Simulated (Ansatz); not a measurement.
**C2H8NY: one species, many methods**

An exercise on one series of results from a longer session: the logs are not shown, and one member is left open.

Program: Ansatz 0.2.0, Gaussian basis. Level of theory: functionals in def2-TZVPP, the program's frozen cores in correlated methods. These are calculated values, not measurements.

Levels to be run: LDA (SPW92), PBE-D4, revPBE-D4, BLYP-D4, r2SCAN-D4, B97M-V, PBE0-D4, B3LYP-D4, r2SCANh-D4, r2SCAN0-D4, HSE06-D4, BHLYP-D4, CAM-B3LYP-D4, LC-ωPBE, ωB97X-V, ωB97M-V, B2PLYP, PBE-QIDH; CCSD(T)/def2-SVP; CCSD(T)/def2-TZVPP; MP2/def2-QZVPP; extrapolation to the limit; RPA on PBE.

**Structure used throughout**

All runs share one geometry, relaxed beforehand with PBE0-D4 in a triple-zeta def2 set. Y takes the def2 core potential; no spin-orbit term is included.

SMILES `[CH3][Y]([CH3])[NH2]`, 12 atoms, charge 0, spin multiplicity 1.

Atoms are counted from 1 here; the program's logs count them from 0.

Bond lengths: C1–Y2 2.363 Å, C1–H5 1.099 Å, C1–H6 1.099 Å, C1–H7 1.100 Å, Y2–C3 2.363 Å, Y2–N4 2.132 Å, C3–H8 1.099 Å, C3–H9 1.098 Å, C3–H10 1.101 Å, N4–H11 1.014 Å, N4–H12 1.014 Å. Angles: Y2–C1–H5 112.2°, Y2–C1–H6 112.1°, Y2–C1–H7 114.0°, H5–C1–H6 106.4°, H5–C1–H7 106.1°, H6–C1–H7 105.5°, C1–Y2–C3 116.4°, C1–Y2–N4 118.1°, C3–Y2–N4 118.0°, Y2–C3–H8 113.1°, Y2–C3–H9 115.2°, Y2–C3–H10 110.1°, H8–C3–H9 106.6°, H8–C3–H10 105.6°, H9–C3–H10 105.6°, Y2–N4–H11 126.8°, Y2–N4–H12 126.6°, H11–N4–H12 106.3°.

Set-up of the first run:

in.yaml reads:

```yaml
crystal:
  periodic: [false, false, false]
  atoms:
    - {symbol: C, position_ang: [1.409780, 1.432535, -0.908954]}
    - {symbol: Y, position_ang: [0.257821, -0.190298, 0.364905]}
    - {symbol: C, position_ang: [-1.990056, 0.298083, 0.906672]}
    - {symbol: N, position_ang: [0.806067, -2.235871, 0.120245]}
    - {symbol: H, position_ang: [0.791982, 2.319714, -1.106606]}
    - {symbol: H, position_ang: [1.719012, 1.045842, -1.890369]}
    - {symbol: H, position_ang: [2.331145, 1.801978, -0.434840]}
    - {symbol: H, position_ang: [-2.144169, 1.344990, 1.204005]}
    - {symbol: H, position_ang: [-2.423651, -0.321598, 1.703292]}
    - {symbol: H, position_ang: [-2.632629, 0.142776, 0.026762]}
    - {symbol: H, position_ang: [1.621027, -2.592880, -0.366211]}
    - {symbol: H, position_ang: [0.253673, -3.045270, 0.381109]}
basis:
  gaussian: {orbitals: def2-TZVPP}
hamiltonian: {xc: lda}
output: {orbitals: {seedname: orbitals}}
```

Among the steps run: LDA; PBE-D4 (GGA); revPBE-D4 (GGA); BLYP-D4 (GGA); r2SCAN-D4 (meta-GGA); B97M-V (meta-GGA); PBE0-D4 (hybrid); B3LYP-D4 (hybrid); r2SCANh-D4 (hybrid); r2SCAN0-D4 (hybrid); HSE06-D4 (hybrid); BHLYP-D4 (hybrid); CAM-B3LYP-D4 (range-separated); LC-ωPBE (range-separated); ωB97X-V (range-separated); ωB97M-V (range-separated); B2PLYP (double hybrid); PBE-QIDH (double hybrid).

One table of the session follows, with a row left open; its other results are not shown here.

It belongs to the step «Frontier levels by functional». 

```
  functional  HOMO (eV)  LUMO (eV)  gap (eV)
 LDA (SPW92)      -5.10      -2.44      2.66
      PBE-D4          ?          ?         ?
   revPBE-D4      -4.91      -2.16      2.75
     BLYP-D4      -4.84      -2.31      2.53
   r2SCAN-D4      -5.18      -1.80      3.38
      B97M-V      -5.26      -2.16      3.10
     PBE0-D4      -6.20      -1.53      4.67
    B3LYP-D4      -5.98      -1.88      4.10
  r2SCANh-D4      -5.65      -1.58      4.07
  r2SCAN0-D4      -6.35      -1.25      5.10
    HSE06-D4      -5.80      -1.89      3.91
    BHLYP-D4      -7.34      -1.05      6.29
CAM-B3LYP-D4      -7.57      -0.88      6.70
     LC-ωPBE      -8.96       0.26      9.21
     ωB97X-V      -8.59       0.08      8.67
     ωB97M-V      -8.48      -0.40      8.08
```

Q: Estimate the row for PBE-D4 from the others.

**Answer.** HOMO (eV): -4.97; LUMO (eV): -2.27; gap (eV): 2.70. In the column «HOMO (eV)» it lies between LDA (SPW92) (-5.10) and revPBE-D4 (-4.91).
